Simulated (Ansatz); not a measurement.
# Ta3N (P-3m1) in Ansatz: a series of runs

Runs on Ta3N. Level: PBEsol+U. Tasks: relaxation of cell and atoms.

All numbers are computed with Ansatz 0.2.0; they aren't measurements. Logs are shortened: lines on timing, memory, paths and dates and some standing lists are left out, and cuts for length are marked.

### 1 The crystal as given

Symmetry: P-3m1, No. 164, trigonal system. Conventional cell: a = 3.032 Å, b = 3.032 Å, c = 7.524 Å, α = 90.00°, β = 90.00°, γ = 120.00°. Ta (site symmetry 3m) has 3 N at 2.19 Å as nearest neighbours. Ta (site symmetry -3m) has 12 Ta at 3.01 to 3.03 Å as nearest neighbours. Around N (site symmetry -3m) lie 6 Ta at 2.19 Å.

The cell comes from a database or a generator and needn't be the stable form of this composition.

### 2 Relaxation of cell and atoms, PBEsol+U

The input, input.yaml:

```yaml
crystal:
  lattice:
    - [3.0322239879, 0.0, 0.0]
    - [-1.516111994, 2.6259830035, 0.0]
    - [0.0, 0.0, 7.524137]
  atoms:
    - { symbol: Ta, position: [0.6666666667, 0.3333333333, 0.82607] }
    - { symbol: Ta, position: [0.3333333333, 0.6666666667, 0.17393] }
    - { symbol: Ta, position: [0.0, 0.0, 0.5] }
    - { symbol: "N", position: [0.0, 0.0, 0.0] }
hamiltonian:
  xc: pbesol
  pseudopotentials: { kind: paw }
  hubbard: { sites: [{ species: Ta, l: d, u_eff: 4.0 }] }
kpoints:
  mp_grid: { grid: [10, 10, 4] }
scf:
  occupations: { method: fermi_dirac, width: 0.05 }
output:
  forces: true
  stress: true
  eigenvalues: true
relax:
  f_tol: 0.01
  max_steps: 40
  cell: { stress_tol: 0.05 }
```

Potentials or basis: Ansatz PAW.

The run is started by

```sh
ansatz run input.yaml --threads 2 --pin off --max-ram 5632MiB --backend cpu --events-out ev --progress --plain --runs-dir out
```

The program printed:

```text
Warning: RAYON_NUM_THREADS=2 ignored (pool sized by the plan → 2); use --threads N
Ta: projections on atomic orbitals take those of the free atom [Kr 4d10 4f14] 5s2 5p6 5d3 6s2, of charge +0.00 (hamiltonian.pseudopotentials.projection_atoms); the dataset's partial waves leave at most 6.0e-5 of an orbital's norm unspanned inside its sphere
N: projections on atomic orbitals take those of the free atom [He] 2s2 2p3, of charge +0.00 (hamiltonian.pseudopotentials.projection_atoms); the dataset's partial waves leave at most 9.3e-9 of an orbital's norm unspanned inside its sphere
Engine: ansatz 0.2.0, x86_64-unknown-linux-gnu
Pseudopotentials: kind: paw
Pseudopotential: Ta, paw, valence charge 13, recommended cutoff 420 eV (normal), Ta.paw.azcp
Pseudopotential: N, paw, valence charge 5, recommended cutoff 420 eV (normal), N.paw.azcp
Functional definition: PBEsol
  exchange = pbesol_x
  correlation = pbesol_c
Crystal: 4 atoms, lattice volume = 59.911 Å³
Basis set: ecut = 420 eV, 1189 PW (Γ), exchange–correlation on 48×48×108 points (8 copies of the dense FFT grid, shifted against one another)
Bands: 27, of which v1, the nominal top of the filled ones, is band 22 counted from 1 (21 counted from 0)
Symmetry: 12 space group operations
Space group: P-3m1 (ITA 164), of the structure as read, at distance tolerance 3.9e-5 Å
k-points: 50 of 400
Non-local potential: Ta, projectors of the file, l = 0: 3, l = 1: 2, l = 2: 2, l = 3: 1
Non-local potential: N, projectors of the file, l = 0: 2, l = 1: 2, l = 2: 1
PAW form: soft (Blöchl's): semilocal exchange-correlation on the pseudo side does not see the compensation charge
PAW frozen core: Ta, regenerated for the run's functional, and the local potential with it (the file was generated under x = pbe(κ = 0.804, μ = 0.2195149727645171), c = pbe(β = 0.06672455060314922))
PAW frozen core: N, regenerated for the run's functional, and the local potential with it (the file was generated under x = pbe(κ = 0.804, μ = 0.2195149727645171), c = pbe(β = 0.06672455060314922))
PAW one-centre angular grid: Ta, 590 points (default); XC on 64 Gauss nodes
PAW one-centre angular grid: N, 110 points (default); XC on 64 Gauss nodes
Initial density: superposition of atomic densities (chi_scale 0.1, normalization cell, long waves of neutral atoms under a Hubbard term (reshape's long-wave potential 1.01 eV rms, cloud 2.41 Å wide))
Initial wavefunctions: pseudopotential atomic-orbital guess
Functional: x = pbesol(κ = 0.804, μ = 0.12345679012345678), c = pbesol(β = 0.046)
SCF iter   1: F=—  HF=-29788.431764 eV  |F-HF|=—  |Δ(HF+E_count)|=         —  Δρ=8.06e-2  dr2=3.06e1  ethr=3.10e-3  ⟨swp⟩=5.8  Hψ=5683  notcnv=0
preconditioner: auto → Kerker (q_TF=auto, 2.591 Å⁻¹)  [metal: Δε(μ)=0.031 eV  Ē_g=6.773 eV  σ=0.050 eV  W_gap=0.15  n_scr=24 (ndim 8)  ℏωp=21.5 eV  f_vac=0.000  D(μ)=2.30/eV (n_scr^D=24)]
SCF iter   2: F=—  HF=-29786.741777 eV  |F-HF|=—  |Δ(HF+E_count)|=    1.69e0  Δρ=4.50e-2  dr2=9.78e0  ethr=3.10e-3  ⟨swp⟩=3.1  Hψ=2469  notcnv=0
SCF iter   3: F=—  HF=-29786.051799 eV  |F-HF|=—  |Δ(HF+E_count)|=   6.90e-1  Δρ=2.25e-2  dr2=7.75e-1  ethr=3.10e-3  ⟨swp⟩=3.3  Hψ=2753  notcnv=0
SCF iter   4: F=—  HF=-29786.010774 eV  |F-HF|=—  |Δ(HF+E_count)|=   4.10e-2  Δρ=1.14e-2  dr2=3.95e-1  ethr=1.76e-3  ⟨swp⟩=2.8  Hψ=2372  notcnv=0
SCF iter   5: F=—  HF=-29785.987154 eV  |F-HF|=—  |Δ(HF+E_count)|=   2.36e-2  Δρ=5.39e-3  dr2=1.51e-1  ethr=8.99e-4  ⟨swp⟩=1.9  Hψ=1498  notcnv=0
SCF iter   6: F=—  HF=-29785.977361 eV  |F-HF|=—  |Δ(HF+E_count)|=   9.79e-3  Δρ=2.45e-3  dr2=6.14e-3  ethr=3.43e-4  ⟨swp⟩=2.1  Hψ=1593  notcnv=0
SCF iter   7: F=—  HF=-29785.976507 eV  |F-HF|=—  |Δ(HF+E_count)|=   8.54e-4  Δρ=3.05e-4  dr2=1.28e-4  ethr=1.39e-5  ⟨swp⟩=2.0  Hψ=1986  notcnv=0
SCF iter   8: F=—  HF=-29785.976513 eV  |F-HF|=—  |Δ(HF+E_count)|=   5.27e-6  Δρ=7.84e-5  dr2=2.42e-6  ethr=2.91e-7  ⟨swp⟩=2.0  Hψ=1630  notcnv=0
SCF iter   9: F=—  HF=-29785.976512 eV  |F-HF|=—  |Δ(HF+E_count)|=   2.27e-7  Δρ=3.63e-5  dr2=3.44e-6  ethr=5.51e-9  ⟨swp⟩=2.0  Hψ=1882  notcnv=0
SCF iter  10: F=—  HF=-29785.976512 eV  |F-HF|=—  |Δ(HF+E_count)|=   7.09e-8  Δρ=1.43e-5  dr2=6.61e-7  ethr=5.51e-9  ⟨swp⟩=2.0  Hψ=1623  notcnv=0
SCF iter  11: F=-29785.976512 eV  HF=-29785.976512 eV  |F-HF|=9.57e-10  |Δ(HF+E_count)|=   3.93e-8  Δρ=2.30e-6  dr2=3.15e-9  ethr=2.27e-10  ⟨swp⟩=3.9  Hψ=4918  notcnv=0
SCF 1 converged in 11 iterations: F = -29785.976512 eV  dr2 = 3.15e-9
relax step   1: F+E_penalty+E_count = -29785.97651223 eV  Δ(F+E_penalty+E_count) = +0.000e0 eV  max|allowed force component| = 2.832e-1 eV/Å  Δτ_max = 0.0000 Å  P = -4.577 GPa  Ω = 59.911 Å³  (11 SCF iters, dr2 threshold 1.00e-7 eV, accepted)
Crystal: 4 atoms, lattice volume = 57.023 Å³
Basis set: ecut = 420 eV, 1081 PW (Γ), exchange–correlation on 48×48×108 points (8 copies of the dense FFT grid, shifted against one another)
Initial density: handed on by an earlier stage of this run
[... 49 lines left out ...]
SCF iter   6: F=—  HF=-29785.998572 eV  |F-HF|=—  |Δ(HF+E_count)|=   8.53e-8  Δρ=8.00e-6  dr2=5.06e-8  ethr=9.49e-10  ⟨swp⟩=2.0  Hψ=1760  notcnv=0
SCF iter   7: F=-29785.998572 eV  HF=-29785.998572 eV  |F-HF|=1.94e-8  |Δ(HF+E_count)|=   3.12e-9  Δρ=2.60e-6  dr2=2.15e-8  ethr=9.22e-11  ⟨swp⟩=4.3  Hψ=4396  notcnv=0
SCF 5 converged in 7 iterations: F = -29785.998572 eV  dr2 = 2.15e-8
relax step   5: F+E_penalty+E_count = -29785.99857218 eV  Δ(F+E_penalty+E_count) = -5.741e-5 eV  max|allowed force component| = 2.450e-4 eV/Å  Δτ_max = 0.0018 Å  P = +0.031 GPa  Ω = 58.836 Å³  energy of the carried Pulay correction = +1.438e-3 eV  (7 SCF iters, dr2 threshold 4.06e-8 eV, accepted)
Initial wavefunctions: pseudopotential atomic-orbital guess (no wavefunctions were taken with the density)
iter 1 solved again at ethr=1.10e-7 eV; its pass at ethr=3.10e-3 eV (dr2=4.86e-5 eV) is discarded
SCF iter   1: F=—  HF=-29785.997283 eV  |F-HF|=—  |Δ(HF+E_count)|=         —  Δρ=1.19e-4  dr2=6.12e-7  ethr=1.10e-7  ⟨swp⟩=3.1  Hψ=8990  notcnv=0
preconditioner: auto → Kerker (q_TF=auto, 2.599 Å⁻¹)  [metal: Δε(μ)=0.058 eV  Ē_g=7.019 eV  σ=0.050 eV  W_gap=0.28  n_scr=24 (ndim 8)  ℏωp=21.6 eV  f_vac=0.000  D(μ)=2.72/eV (n_scr^D=24)]
SCF iter   2: F=—  HF=-29785.997281 eV  |F-HF|=—  |Δ(HF+E_count)|=   1.50e-6  Δρ=6.06e-5  dr2=1.32e-7  ethr=1.39e-9  ⟨swp⟩=2.0  Hψ=1941  notcnv=0
SCF iter   3: F=—  HF=-29785.997281 eV  |F-HF|=—  |Δ(HF+E_count)|=   1.16e-7  Δρ=1.51e-5  dr2=9.49e-9  ethr=3.00e-10  ⟨swp⟩=2.0  Hψ=1482  notcnv=0
SCF iter   4: F=—  HF=-29785.997281 eV  |F-HF|=—  |Δ(HF+E_count)|=   3.61e-9  Δρ=7.07e-7  dr2=2.59e-10  ethr=2.16e-11  ⟨swp⟩=2.0  Hψ=1639  notcnv=0
SCF iter   5: F=-29785.997281 eV  HF=-29785.997281 eV  |F-HF|=0.00e0  |Δ(HF+E_count)|=  7.28e-12  Δρ=1.92e-7  dr2=3.06e-11  ethr=1.00e-12  ⟨swp⟩=5.0  Hψ=4626  notcnv=0
SCF 6 converged in 5 iterations: F = -29785.997281 eV  dr2 = 3.06e-11
relax step   6: F+E_penalty+E_count = -29785.99728123 eV  Δ(F+E_penalty+E_count) = +1.291e-3 eV  max|allowed force component| = 3.505e-4 eV/Å  Δτ_max = 0.0000 Å  P = -0.004 GPa  Ω = 58.836 Å³  stress off target by 3.25e-2 GPa  SCF on the basis re-selected at this cell (its energy is not comparable with the rows above)  (5 SCF iters)
basis re-selected at this cell: Δ(F+E_penalty+E_count) = +1.291e-3 eV, ΔP = -0.036 GPa vs the last step (what re-selecting the basis moved, of the pressure what is left beyond the Pulay correction that the steps carried, after the strain that the cell walked since its last selection, with what the two solves' SCF thresholds leave and, on support functions, any second-order correction that the steps lacked; it is no measure of the basis error at this ecutwfc). This SCF's stress stands 3.25e-2 GPa from its target on what of the cell is left free (relax.cell.stress_tol is 5.00e-2 GPa) and its largest allowed force component is 3.50e-4 eV/Å (relax.f_tol is 1.00e-2 eV/Å): within both
SCF converged after 5 iterations
Free energy (F): -29785.997281 eV
Harris-Foulkes:  -29785.997281 eV  (|F-HF|=0.00e0)
Internal energy: -29785.973839 eV  (E = F + TS)
E sigma→0 (E₀):  -29785.985560 eV
Entropy (-TS):   -0.023442 eV (-5.861 meV/atom)
Fermi energy:    19.392906 eV
--- Per-component energies (eV) ---
  E_band       = -286.491562
  E_kinetic    = 1229.934368
  E_local      = -1874.588768  (includes V_loc(G=0)·N_el)
  E_nonlocal   = 95.542650
  E_hartree    = 655.467613
  E_xc         = -711.343164
  E_vxc        = -688.555567  (∫ρ·V_xc dr)
  E_hubbard    = 14.062372  (on-site DFT+U / exact-exchange correction)
  E_vhub       = 4.517567  (the Hubbard potential's part of the band-sum identity)
  E_paw        = -24939.706686  (= ΣΔE_a)
  E_vpaw       = -364.277520  (= ΣTr[D̂ρ^β])
  E_aug_tail   = 0.000529  (compensation charges beyond the density's cutoff)
  E_ewald      = -4256.011792
  E_core_change = 0.669038  (= ΣΔE_core)
  E_smearing   = -0.023442  (= −TS)
  E_closure    = 0.000000  (closes the sum)
  Σ components = -29785.997281   (vs F -29785.997281, Δ=0.00e0)
--- Forces (eV/Å), atoms counted from 1 ---
  atom   1  Ta    -0.00000000     0.00000000     0.00035046
  atom   2  Ta     0.00000000    -0.00000000    -0.00035046
  atom   3  Ta    -0.00000000    -0.00000000     0.00000000
  atom   4  N     -0.00000000    -0.00000000     0.00000000
  max |Σ_I F_I| component: 2.78e-17 eV/Å
--- Stress (GPa, compression-positive) ---
       -0.022919       0.000000      -0.000000
        0.000000      -0.022919       0.000000
       -0.000000       0.000000       0.032461
  P = ⅓ Tr σ = -0.0045 GPa (-0.045 kbar)
--- Band table (eV; the first three rows and the last of 50) ---
  k-point 0: bands = ["-49.2119", "-49.1799", "-48.6314", "-16.0756", "-15.7617", "-15.3926", "-15.3926", "-15.3640", "-15.3640", "-14.9337", "-14.7762", "-14.7762", "2.1389", "10.5721", "12.2350", "13.9620", "13.9620", "15.4617", "17.6602", "18.6368", "18.9729", "18.9729", "19.7684", "19.7684", "20.1849", "21.2821", "21.2821"]
  k-point 1: bands = ["-49.2109", "-49.1810", "-48.6314", "-16.1251", "-15.6815", "-15.3941", "-15.3941", "-15.3624", "-15.3624", "-14.9652", "-14.7763", "-14.7763", "2.1490", "10.3921", "12.5180", "13.9596", "13.9596", "15.4092", "17.6055", "18.3427", "19.0553", "19.0553", "19.8494", "19.8494", "20.3169", "21.0619", "21.0619"]
  k-point 2: bands = ["-49.2099", "-49.1821", "-48.6314", "-16.1621", "-15.6091", "-15.3954", "-15.3954", "-15.3610", "-15.3610", "-15.0013", "-14.7764", "-14.7764", "2.1591", "10.2457", "12.7835", "13.9571", "13.9571", "15.3307", "17.6578", "17.9895", "19.1543", "19.1543", "19.9311", "19.9311", "20.4223", "20.8820", "20.8820"]
  k-point 49: bands = ["-49.1315", "-49.1294", "-48.5682", "-16.1017", "-16.0060", "-15.9190", "-15.8436", "-15.6552", "-15.6374", "-15.2867", "-15.1807", "-14.9373", "3.2836", "11.7553", "12.2496", "13.0837", "16.8084", "16.8927", "17.3532", "17.6237", "17.8811", "18.0029", "19.6058", "20.3373", "22.3434", "22.5598", "23.6166"]
Occupation matrices written to <dir>
--- Relaxed structure (5 steps of the walk, 4 accepted, 1 SCFs on fresh bases) ---
  F+E_penalty+E_count = -29785.99728123 eV   max|allowed force component| = 3.505e-4 eV/Å   (the final SCF, on the basis selected at the relaxed cell)
  cell:  # Å, volume = 58.8356 Å³
    - [3.0007497030969863, 2.8567863341714468e-11, -1.4828153615098373e-18]
    - [-1.5003748515732336, 2.598725473266318, 1.4828153615016954e-18]
    - [-3.679446495462515e-18, 2.124329424554076e-18, 7.544834270095659]
  atoms:
    - { symbol: Ta, position: [0.6666666666666667, 0.33333333333333337, 0.8266008857128686] }
    - { symbol: Ta, position: [0.33333333333333326, 0.6666666666666669, 0.1733991142871313] }
    - { symbol: Ta, position: [-2.407412430484045e-34, -4.81482486096809e-35, 0.5] }
    - { symbol: N, position: [-1.0579953166322354e-34, 5.767987272589601e-35, 7.204827427288355e-21] }
```

It took 55 s on 2 threads of Intel Xeon at 2.50GHz (Skylake/Cascade Lake), shared host; peak memory 0.48 GiB.

What came out:

```yaml
Free_energy: -29785.9973 eV
Relaxed_volume: 14.71 Å³/atom
Relaxed_cell: a = 3.001 Å, b = 3.001 Å, c = 7.545 Å, α = 90.00°, β = 90.00°, γ = 120.00°
Space_group_after_relaxing_to_0.05_Å: P-3m1 (No. 164)
Energy_gained_by_relaxing: 5.2 meV/atom
Ionic_steps: 5
Pressure_after_relaxing: 0.0 GPa
Band_gap_on_the_k_mesh: none (metal or under the smearing width)
```

The path:
```csv
step,energy change (eV),largest force (eV/Å),volume (Å³)
1,0.0000,0.2832,59.91
2,-0.0219,0.0411,58.87
3,-0.0220,0.0137,58.84
4,-0.0221,0.0002,58.84
5,-0.0208,0.0003,58.84
```

Final structure:
```xyz
4
Lattice="3.0007 0.0000 0.0000 -1.5004 2.5987 0.0000 0.0000 0.0000 7.5448" Properties=species:S:1:pos:R:3 pbc="T T T"
Ta    1.5004    0.8662    6.2366
Ta    0.0000    1.7325    1.3083
Ta    0.0000    0.0000    3.7724
N     0.0000    0.0000    0.0000
```

Levels at points of the mesh, in eV from the Fermi level:
| k point | band 20 | band 21 | band 22 | band 23 | band 24 | band 25 |
| --- | --- | --- | --- | --- | --- | --- |
| (0.00, 0.00, 0.00) | -0.76 | -0.42 | -0.42 | 0.38 | 0.38 | 0.79 |
| (0.00, 0.00, -0.50) | -1.40 | -0.24 | -0.24 | 0.54 | 0.54 | 1.03 |
| (0.00, -0.50, 0.00) | -1.12 | -0.76 | 0.06 | 0.74 | 1.01 | 3.68 |
| (0.00, -0.50, -0.50) | -1.36 | -1.34 | 0.03 | 0.79 | 1.54 | 2.71 |

Eigenvalues of the final occupation matrices:
| site | spin | trace | eigenvalues |
| --- | --- | --- | --- |
| site 1 | 1 | 1.96 | 0.34 0.34 0.41 0.41 0.45 |
| site 2 | 1 | 1.96 | 0.34 0.34 0.41 0.41 0.45 |
| site 3 | 1 | 1.98 | 0.29 0.29 0.44 0.44 0.53 |

Caveat: the plane-wave basis is chosen anew once the cell has moved, so the energies of steps on either side of that aren't comparable; U without spin polarisation on a metal has little footing; the PAW data sets come from PBE, with cores solved anew for the run's functional, which leaves a small shift of forces and pressure. Spin-orbit coupling is left out, which matters for the levels of Ta.

### 3 Relaxation of cell and atoms, PBEsol+U

input.yaml, as its differences from that of step 2:

```diff
@@ -13,3 +13,3 @@
   pseudopotentials: { kind: paw }
-  hubbard: { sites: [{ species: Ta, l: d, u_eff: 4.0 }] }
+  hubbard: { sites: [{ species: Ta, l: d, u_eff: 5.0 }] }
 kpoints:
```

Potentials or basis: Ansatz PAW.

The run is started by

```sh
ansatz run input.yaml --threads 2 --pin off --max-ram 5632MiB --backend cpu --events-out ev --progress --plain --runs-dir out
```

It took 61 s on 2 threads of Intel Xeon at 2.50GHz (Skylake/Cascade Lake), shared host; peak memory 0.48 GiB.

The run converged. Its results:

- Free energy: -29782.4943 eV
- Relaxed volume: 14.78 Å³/atom
- Relaxed cell: a = 2.995 Å, b = 2.995 Å, c = 7.608 Å, α = 90.00°, β = 90.00°, γ = 120.00°
- Space group after relaxing (to 0.05 Å): P-3m1 (No. 164)
- Energy gained by relaxing: 4.5 meV/atom
- Ionic steps: 6
- Pressure after relaxing: 0.0 GPa
- Band gap on the k mesh: none (metal or under the smearing width)

Stress tensor (GPa, compression positive):
```
-0.05  0.00  0.00
 0.00 -0.05  0.00
 0.00  0.00  0.03
```

The path:
| step | energy change (eV) | largest force (eV/Å) | volume (Å³) |
| --- | --- | --- | --- |
| 1 | 0.0000 | 0.2848 | 59.91 |
| 2 | -0.0182 | 0.0429 | 59.20 |
| 3 | -0.0186 | 0.0064 | 59.05 |
| 4 | -0.0187 | 0.0028 | 59.10 |
| 5 | -0.0187 | 0.0001 | 59.11 |
| 6 | -0.0179 | 0.0002 | 59.11 |

Final structure:
```
Ta N
1.0
     2.99528    0.00000    0.00000
    -1.49764    2.59399    0.00000
     0.00000    0.00000    7.60817
Ta N
3 1
Direct
  0.66667 0.33333 0.82600
  0.33333 0.66667 0.17400
  0.00000 0.00000 0.50000
  0.00000 0.00000 0.00000
```

Levels at points of the mesh, in eV from the Fermi level:
```csv
k point,band 20,band 21,band 22,band 23,band 24,band 25
"(0.00, 0.00, 0.00)",-0.99,-0.34,-0.34,0.43,0.43,0.66
"(0.00, 0.00, -0.50)",-1.53,-0.18,-0.18,0.56,0.56,0.88
"(0.00, -0.50, 0.00)",-1.09,-0.88,-0.05,0.67,1.17,3.80
"(0.00, -0.50, -0.50)",-1.40,-1.33,-0.03,0.65,1.71,2.81
```

Eigenvalues of the final occupation matrices:
| site | spin | trace | eigenvalues |
| --- | --- | --- | --- |
| site 1 | 1 | 1.95 | 0.34 0.34 0.40 0.40 0.47 |
| site 2 | 1 | 1.95 | 0.34 0.34 0.40 0.40 0.47 |
| site 3 | 1 | 1.98 | 0.27 0.27 0.44 0.44 0.56 |

Caveat: the plane-wave basis is chosen anew once the cell has moved, so the energies of steps on either side of that aren't comparable; U without spin polarisation on a metal has little footing; the PAW data sets come from PBE, with cores solved anew for the run's functional, which leaves a small shift of forces and pressure.

(Part 1 of 2 ends here.)
